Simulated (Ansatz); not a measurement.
# ScCl (F-43m) in Ansatz: convergence with k mesh

Aim: find how far k mesh must go before the results for ScCl settle, at HSE06. This setting moves, with any that are tied to it; all else stays.

All numbers are computed with Ansatz 0.2.0; they aren't measurements. Logs are shortened: lines on timing, memory, paths and dates and some standing lists are left out, and cuts for length are marked.

### 1 The structure

The structure is cubic, space group F-43m (No. 216). Conventional cell: a = 5.574 Å, b = 5.574 Å, c = 5.574 Å, α = 90.00°, β = 90.00°, γ = 90.00°. Sc (site symmetry -43m) is surrounded by 4 Cl at 2.41 Å. Cl (site symmetry -43m) is surrounded by 4 Sc at 2.41 Å.

The cell was built by a generator and needn't be a form met in nature.

### 2 With k mesh 3 × 3 × 3

input.yaml

```yaml
crystal:
  lattice:
    - [0.0, 2.78714762, 2.78714762]
    - [2.78714762, 0.0, 2.78714762]
    - [2.78714762, 2.78714762, 0.0]
  atoms:
    - { symbol: Sc, position: [0.0, 0.0, 0.0] }
    - { symbol: Cl, position: [0.25, 0.25, 0.25] }
hamiltonian:
  xc: hse06
  pseudopotentials: { kind: paw }
kpoints:
  mp_grid: { grid: [3, 3, 3] }
scf:
  occupations: { method: fermi_dirac, width: 0.1 }
output:
  forces: true
  stress: true
  eigenvalues: true
```

Potentials or basis: Ansatz PAW.

The run is started by

```console
$ ansatz run input.yaml --threads 2 --pin off --max-ram 5632MiB --backend cpu --events-out ev --progress --plain --runs-dir out
```

Log:

```text
Warning: output.stress: scf.convergence.dr2_threshold = 1e-7 eV (the SCF's general default) is looser than the 2e-10 eV advised for a printed stress (1e-10 eV for each atom of the cell: 2). What an SCF threshold leaves in a stress goes as its square root, and in the free energy as the threshold itself, and one threshold admits the most on a small cell: of the crystals measured, under no hybrid functional and no lock of the moments, on runs that ended without the residual-converged pass, on stresses that held no estimate of that error, the worst erred by over 100 MPa in a component at 1e-7 eV an atom and by under 5 at 1e-10. Set scf.convergence.dr2_threshold to 2e-10 eV or tighter. The threshold is an SCF's pass mark: one that does not reach it within its budget of iterations ends unconverged, or closes short of it on a stop that the run arms, and scf.convergence.dr2_threshold's page says what that costs each kind of run
Warning: output.stress: scf.exx.energy_threshold = 1e-6 eV is looser than the 2e-8 eV advised for a stress under a hybrid functional (1e-8 eV for each atom of the cell: 2). Every SCF of the exchange loop can meet its threshold on dr2 while the loop round them stops early: no threshold on dr2 bounds what that leaves in the stress. Set scf.exx.energy_threshold to 2e-8 eV or tighter. The threshold is the loop's pass mark: a loop that does not reach it within its budget of cycles ends unconverged, and scf.exx.energy_threshold's page has the law
Warning: RAYON_NUM_THREADS=2 ignored (pool sized by the plan → 2); use --threads N
exact exchange: scf.exx.singularity resolves to wigner_seitz, which cuts the screened interaction at the faces of the exchange supercell's Wigner-Seitz cell, so that each pair interacts once, at the shortest of its separations (the periodic images that this leaves out come, for a point-like exchange hole, to about 0.002 eV on a filled level). The cut falls within the interaction's reach, and what an exchange supercell this small leaves in the energy, the band gaps and, where it is computed, the pressure is not bounded here. The exchange supercell (the smallest cell that an SCF of this deck is solved on times the 3×3×3 mesh of the exchange sum) has its nearest image at L = 11.82 Å, 2.46 times the interaction's range 1/ω = 4.81 Å. A denser mesh of the exchange sum (kpoints.mp_grid; where a k-mesh is refused, the cell repeated along its short axes), shrinks what is left. The k-mesh (kpoints.mp_grid) can leave an error of its own, as it does under a semilocal functional: two runs of this structure under PBE, one on that k-mesh and one on a denser one or on the cell repeated (per cell), show about how large it is in the energy; in a metal the hybrid's can be larger than they show. Converge the k-mesh under the hybrid itself. See scf.exx.q_mesh
Engine: ansatz 0.2.0, aarch64-unknown-linux-gnu
Pseudopotentials: kind: paw
Pseudopotential: Sc, paw, valence charge 11, recommended cutoff 420 eV (normal), Sc.paw.azcp
Pseudopotential: Cl, paw, valence charge 7, recommended cutoff 420 eV (normal), Cl.paw.azcp
Functional definition: HSE06
  parameter a = 0.25
  parameter omega = 0.11/bohr
  exchange = pbe_x - a*pbe_x_sr(omega) + a*exact_x_sr(omega)
  correlation = pbe_c
Crystal: 2 atoms, lattice volume = 43.302 Å³
Basis set: ecut = 420 eV, 869 PW (Γ), exchange–correlation on 54×54×54 points (8 copies of the dense FFT grid, shifted against one another)
Bands: 13, of which v1, the nominal top of the filled ones, is band 9 counted from 1 (8 counted from 0)
Symmetry: 24 space group operations
Space group: F-43m (ITA 216), of the structure as read, at distance tolerance 3.5e-5 Å
k-points: 4 of 27 (time reversal used)
Non-local potential: Sc, projectors of the file, l = 0: 3, l = 1: 2, l = 2: 3, l = 3: 1
Non-local potential: Cl, projectors of the file, l = 0: 2, l = 1: 2, l = 2: 2
PAW form: soft (Blöchl's): semilocal exchange-correlation on the pseudo side does not see the compensation charge
PAW frozen core: Sc, regenerated for the run's functional, and the local potential with it (the file was generated under x = pbe(κ = 0.804, μ = 0.2195149727645171), c = pbe(β = 0.06672455060314922))
PAW frozen core: Cl, regenerated for the run's functional, and the local potential with it (the file was generated under x = pbe(κ = 0.804, μ = 0.2195149727645171), c = pbe(β = 0.06672455060314922))
PAW one-centre angular grid: Sc, 590 points (default); XC on 64 Gauss nodes
PAW one-centre angular grid: Cl, 110 points (default); XC on 64 Gauss nodes
Initial density: superposition of atomic densities (neutral atoms: chi_scale 0, normalization atom), corrected by the library's trained network
Initial wavefunctions: pseudopotential atomic-orbital guess
Functional: x = pbe(κ = 0.804, μ = 0.2195149727645171), c = pbe(β = 0.06672455060314922), warm-up for x = pbe(κ = 0.804, μ = 0.2195149727645171) + 0.25 (exact − pbe) at short range (hse, ω = 0.20786987370883472 Å⁻¹), c = pbe(β = 0.06672455060314922); HSE06 as pw.x's `hse` composes it (authors' and Libxc's form: `xc: wpbeh`)
SCF iter   1: F=—  HF=-3216.870338 eV  |F-HF|=—  |Δ(HF+E_count)|=         —  Δρ=4.50e-3  dr2=1.22e-2  ethr=1.77e-3  ⟨swp⟩=6.0  Hψ=219  notcnv=0
preconditioner: auto → none  [insulator: Δε(μ)=1.421 eV  Ē_g=7.707 eV  σ=0.100 eV  W_gap=0.74  n_scr=14 (ndim 8)  ℏωp=16.0 eV  f_vac=0.000  D(μ)=4.80/eV (n_scr^D=58)]
SCF iter   2: F=—  HF=-3216.869363 eV  |F-HF|=—  |Δ(HF+E_count)|=   9.74e-4  Δρ=1.82e-3  dr2=1.68e-3  ethr=6.77e-5  ⟨swp⟩=4.8  Hψ=122  notcnv=0
[... 31 lines left out ...]
SCF iter   4: F=-3217.540302 eV  HF=-3217.540302 eV  |F-HF|=4.15e-9  |Δ(HF+E_count)|=   4.14e-8  Δρ=3.21e-6  dr2=7.98e-9  ethr=8.79e-10  ⟨swp⟩=4.0  Hψ=125  notcnv=0
SCF 3 converged in 4 iterations: F = -3217.540302 eV  dr2 = 7.98e-9
  Residual-converged pass: ⟨swp⟩=3.8  Hψ=132  notcnv=0  max |occ|·‖R‖ = 2.2e-6 eV (tolerance 2.4e-6 eV)  dr2=7.82e-9  dr2_onsite=2.14e-10  max |Δocc| = 1.3e-10
hybrid outer 2: dexx = +5.958e-6 eV, tail = 4.10e-8 eV, Δε = 3.28e-3 eV (about 8.07e-5 eV left of the loop's levels)
hybrid SCF converged: 2 outer / 10 inner (+7 warm-up), last move |dexx| = 5.96e-6 eV, tail = 4.10e-8 eV
Stability not checked: this state was not tested for a lower state beside it, because the functional holds exact exchange (a hybrid, or Hartree-Fock), whose exchange loop this test does not read (fock_operator; see scf.lower_state_search)
Free energy (F): -3217.540302 eV
Frozen-core exchange: fock
Harris-Foulkes:  -3217.540302 eV  (|F-HF|=4.15e-9)
Internal energy: -3217.474549 eV  (E = F + TS)
E sigma→0 (E₀):  -3217.507425 eV
Entropy (-TS):   -0.065753 eV (-32.876 meV/atom)
Fermi energy:    10.460932 eV
--- Per-component energies (eV) ---
  E_band       = -220.492259
  E_kinetic    = 428.369473
  E_local      = -1160.878089  (includes V_loc(G=0)·N_el)
  E_nonlocal   = 110.278532
  E_hartree    = 400.333211
  E_xc         = -171.616777
  E_vxc        = -202.561530  (∫ρ·V_xc dr)
  E_exx        = -48.952602  (= α·E_x^exact, valence–valence)
  E_paw        = -1608.506918  (= ΣΔE_a)
  E_vpaw       = -98.464216  (= ΣTr[D̂ρ^β])
  E_aug_tail   = 0.000099  (compensation charges beyond the density's cutoff)
  E_ewald      = -1166.227738
  E_core_change = -0.273739  (= ΣΔE_core)
  E_smearing   = -0.065753  (= −TS)
  E_closure    = 0.000001  (closes the sum)
  Σ components = -3217.540302   (vs F -3217.540302, Δ=-4.55e-13)
--- Forces (eV/Å), atoms counted from 1 ---
  atom   1  Sc    -0.00000000     0.00000000    -0.00000000
  atom   2  Cl     0.00000000    -0.00000000     0.00000000
  max |Σ_I F_I| component: 1.85e-17 eV/Å
--- Stress (GPa, compression-positive) ---
        9.590618      -0.000000       0.000000
        0.000000       9.590618      -0.000000
        0.000000      -0.000000       9.590618
  P = ⅓ Tr σ = 9.5906 GPa (95.906 kbar)
--- Band table (eV) ---
  k-point 0: bands = ["-45.0781", "-22.1895", "-22.1895", "-22.1895", "-11.6260", "1.3653", "1.3653", "1.3653", "8.5698", "11.0728", "11.0728", "13.3483", "13.3483"]
  k-point 1: bands = ["-45.0710", "-22.3075", "-22.2011", "-22.2011", "-11.3030", "0.6162", "1.4995", "1.4995", "10.2987", "10.8965", "10.8965", "12.6778", "12.9004"]
  k-point 2: bands = ["-45.0687", "-22.3154", "-22.2203", "-22.2203", "-11.1979", "0.4793", "1.5703", "1.5703", "8.7357", "11.1583", "11.9478", "12.2837", "12.2837"]
  k-point 3: bands = ["-45.0663", "-22.3246", "-22.2600", "-22.2168", "-11.0940", "0.8573", "1.0673", "1.6166", "8.6463", "10.7050", "10.9022", "12.7091", "12.9497"]
```

Wall time 3.6 s (2 threads of Arm Neoverse V2, shared host); peak memory 0.41 GiB.

Results:

* Free energy: -3217.5403 eV
* Pressure: 9.6 GPa

### 3 With k mesh 4 × 4 × 4

input.yaml, as its differences from that of step 2:

```diff
@@ -12,3 +12,3 @@
 kpoints:
-  mp_grid: { grid: [3, 3, 3] }
+  mp_grid: { grid: [4, 4, 4] }
 scf:
```

Potentials or basis: Ansatz PAW.

The run is started by

```console
$ ansatz run input.yaml --threads 2 --pin off --max-ram 5632MiB --backend cpu --events-out ev --progress --plain --runs-dir out
```

Run time: 6.9 s. Hardware: 2 threads of Arm Neoverse V2, shared host; peak memory 0.61 GiB.

What came out:

* Free energy: -3217.5386 eV
* Pressure: 8.7 GPa
* Band gap on the k mesh: none (metal or under the smearing width)

### 4 With k mesh 5 × 5 × 5

input.yaml, as its differences from that of step 3:

```diff
@@ -12,3 +12,3 @@
 kpoints:
-  mp_grid: { grid: [4, 4, 4] }
+  mp_grid: { grid: [5, 5, 5] }
 scf:
```

The run is started by

```console
$ ansatz run input.yaml --threads 2 --pin off --max-ram 5632MiB --backend cpu --events-out ev --progress --plain --runs-dir out
```

It took 11 s on 2 threads of Arm Neoverse V2, shared host; peak memory 0.83 GiB.

Results:

- Free energy: -3217.5346 eV
- Pressure: 8.6 GPa
- Band gap on the k mesh: none (metal or under the smearing width)

### 5 With k mesh 6 × 6 × 6

input.yaml, as its differences from that of step 4:

```diff
@@ -12,3 +12,3 @@
 kpoints:
-  mp_grid: { grid: [5, 5, 5] }
+  mp_grid: { grid: [6, 6, 6] }
 scf:
```

The run is started by

```console
$ ansatz run input.yaml --threads 2 --pin off --max-ram 5632MiB --backend cpu --events-out ev --progress --plain --runs-dir out
```

Wall time 17 s (2 threads of Arm Neoverse V2, shared host); peak memory 1.2 GiB.

Results:

- Free energy: -3217.5286 eV
- Pressure: 8.6 GPa
- Band gap on the k mesh: none (metal or under the smearing width)

### 6 With k mesh 7 × 7 × 7

input.yaml, as its differences from that of step 5:

```diff
@@ -12,3 +12,3 @@
 kpoints:
-  mp_grid: { grid: [6, 6, 6] }
+  mp_grid: { grid: [7, 7, 7] }
 scf:
```

Potentials or basis: Ansatz PAW.

The run is started by

```console
$ ansatz run input.yaml --threads 2 --pin off --max-ram 5632MiB --backend cpu --events-out ev --progress --plain --runs-dir out
```

Wall time 28 s (2 threads of Arm Neoverse V2, shared host); peak memory 1.7 GiB.

Results (log left out):

```
Free energy            : -3217.5186 eV
Pressure               : 8.7 GPa
Band gap on the k mesh : none (metal or under the smearing width)
```

### 7 With k mesh 9 × 9 × 9

input.yaml, as its differences from that of step 6:

```diff
@@ -12,3 +12,3 @@
 kpoints:
-  mp_grid: { grid: [7, 7, 7] }
+  mp_grid: { grid: [9, 9, 9] }
 scf:
```

The run is started by

```console
$ ansatz run input.yaml --threads 2 --pin off --max-ram 5632MiB --backend cpu --events-out ev --progress --plain --runs-dir out
```

Run time: 60 s. Hardware: 2 threads of Arm Neoverse V2, shared host; peak memory 3.4 GiB.

Results (log left out):

* Free energy: -3217.5168 eV
* Pressure: 8.7 GPa
* Band gap on the k mesh: none (metal or under the smearing width)

### 8 With k mesh 11 × 11 × 11

input.yaml, as its differences from that of step 7:

```diff
@@ -12,3 +12,3 @@
 kpoints:
-  mp_grid: { grid: [9, 9, 9] }
+  mp_grid: { grid: [11, 11, 11] }
 scf:
```

The run is started by

```console
$ ansatz run input.yaml --threads 2 --pin off --max-ram 5632MiB --backend cpu --events-out ev --progress --plain --runs-dir out
```

It took 2.2 min on 2 threads of Arm Neoverse V2, shared host; peak memory 4.7 GiB.

Results (log left out):

| Quantity | Value |
| --- | --- |
| Free energy | -3217.5163 eV |
| Pressure | 8.7 GPa |
| Band gap on the k mesh | none (metal or under the smearing width) |

### 9 With k mesh 14 × 14 × 14

input.yaml, as its differences from that of step 8:

```diff
@@ -12,3 +12,3 @@
 kpoints:
-  mp_grid: { grid: [11, 11, 11] }
+  mp_grid: { grid: [14, 14, 14] }
 scf:
```

Potentials or basis: Ansatz PAW.

The run is started by

```console
$ ansatz run input.yaml --threads 2 --pin off --max-ram 5632MiB --backend cpu --events-out ev --progress --plain --runs-dir out
```

It took 11 min on 2 threads of Arm Neoverse V2, shared host.

The calculation hadn't finished when its time ran out.

### 10 The series at a glance

```
      k mesh  energy less the tightest run, at zero smearing (meV/atom)  pressure (GPa)  SCF cycles  CPU time (s)  peak memory (GiB)
   3 × 3 × 3                                                      -9.31            9.59          17           6.2               0.41
   4 × 4 × 4                                                     -11.74            8.67          19            12               0.61
   5 × 5 × 5                                                      -7.80            8.55          19            20               0.83
   6 × 6 × 6                                                      -6.25            8.56          20            31                1.2
   7 × 7 × 7                                                      -0.97            8.66          20            49                1.7
   9 × 9 × 9                                                      -0.53            8.73          21           110                3.4
11 × 11 × 11                                                       0.00            8.72          20           230                4.7
14 × 14 × 14                                      timed out after 650 s               -           -             -                  -
```

Against the tightest run, the energy stays within 1 meV/atom from 7 × 7 × 7 on; the pressure stays within 0.1 GPa from 7 × 7 × 7 on. Meshes of other sizes hit other points, so gaps and Fermi surfaces needn't settle smoothly. The tightest run that finished is the yardstick and may itself not be fully converged.

Caveats: the PAW data sets come from PBE, with cores solved anew for the run's functional, which leaves a small shift of forces and pressure; the thresholds are loose for stress.
